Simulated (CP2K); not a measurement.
# C2H6BClN (SMILES C[CH]B(N)Cl) at GFN2-xTB

Wanted: the energy of C2H6BClN. 

The calculation is run with CP2K 2026.2.

3 further runs of the same task are left out: 3 set aside as unsound or not needed.

## 1. Starting point

The species is C2H6BClN (11 atoms), meant as a doublet with charge 0. As SMILES, `C[CH]B(N)Cl`. Geometry: relaxed at GFN2-xTB. This is one conformer, not always the lowest.

Bond lengths: C1–C2 1.485 Å, C2–B3 1.513 Å, B3–N4 1.401 Å, B3–Cl5 1.757 Å, C1–H6 1.093 Å, C1–H7 1.094 Å, C1–H8 1.087 Å, C2–H9 1.081 Å, N4–H10 1.005 Å, N4–H11 1.004 Å. Some angles: C1–C2–B3 124.7°, C2–B3–N4 123.9°, C2–B3–Cl5 119.4°, N4–B3–Cl5 116.7°, C1–C2–H9 115.5°, B3–C2–H9 119.8°, C2–C1–H6 110.7°, C2–C1–H7 110.3°, C2–C1–H8 112.2°, B3–N4–H10 123.0°.

## 2. The energy at GFN2-xTB

Contents of qs.inp:

```
&GLOBAL
    PROJECT_NAME qs
    RUN_TYPE ENERGY
    PRINT_LEVEL MEDIUM
&END GLOBAL
&FORCE_EVAL
    METHOD QS
    &DFT
        CHARGE 0
        MULTIPLICITY 2
        UKS T
        # Quickstep
        &QS
            METHOD XTB
            EPS_DEFAULT 1.0E-10
            &XTB
                GFN_TYPE TBLITE
                &TBLITE
                    METHOD GFN2
                &END TBLITE
                CHECK_ATOMIC_CHARGES F
            &END XTB
        &END QS
        # cluster boundary conditions
        &POISSON
            PERIODIC NONE
            POISSON_SOLVER ANALYTIC
        &END POISSON
        # self-consistent field
        &SCF
            SCF_GUESS ATOMIC
            EPS_SCF 1.0E-06
            MAX_SCF 150
            ADDED_MOS 2
            &DIAGONALIZATION
                ALGORITHM STANDARD
            &END DIAGONALIZATION
            &MIXING
                METHOD DIRECT_P_MIXING
                ALPHA 0.4
            &END MIXING
            &SMEAR ON
                METHOD FERMI_DIRAC
                ELECTRONIC_TEMPERATURE [K] 300
            &END SMEAR
        &END SCF
        &PRINT
            &MOMENTS
                PERIODIC F
                REFERENCE COM
                MAX_MOMENT 1
            &END MOMENTS
            &MO ON
                ENERGIES T
                OCCUPATION_NUMBERS T
                NDIGITS 6
                &EACH
                    QS_SCF 0
                &END EACH
                ADD_LAST NUMERIC
            &END MO
            &HIRSHFELD OFF
            &END HIRSHFELD
        &END PRINT
    &END DFT
    &SUBSYS
        &CELL
            ABC [angstrom] 20.2 18.9 20.4
            PERIODIC NONE
        &END CELL
        &COORD
            UNIT bohr
            C     -2.1592767    -0.6340976     1.8865703
            C      0.2134068     0.8282103     1.5660538
            B      1.7894762     0.8722598    -0.8201789
            N      1.1970281    -0.4990578    -3.0063464
            Cl     4.5340388     2.7365502    -0.9238871
            H     -3.4807810    -0.2233845     0.3544937
            H     -1.7705033    -2.6622840     1.7892683
            H     -3.0768332    -0.2380488     3.6806385
            H      0.8109571     1.9007432     3.1982859
            H      2.2625880    -0.4503028    -4.5776159
            H     -0.3201007    -1.6306069    -3.1473011
        &END COORD
        &TOPOLOGY
            &CENTER_COORDINATES
            &END CENTER_COORDINATES
        &END TOPOLOGY
    &END SUBSYS
&END FORCE_EVAL
```

The run is started by

```console
$ OMP_NUM_THREADS=1 cp2k.psmp -i qs.inp -o qs.out
```

**Question.** What will come out? Wanted: total energy; dipole moment; HOMO energy; LUMO energy.

**Answer.** As computed:

Level: GFN2-xTB.

```
                                 quantity         value
                             total energy  -16.04584 Eh
dipole moment (from atomic charges alone)        3.66 D
       HOMO energy (highest over α and β)      -9.52 eV
        LUMO energy (lowest over α and β)      -8.72 eV
```

In words: The dipole comes from point charges on the atoms alone, without atomic dipoles, so it is partial.
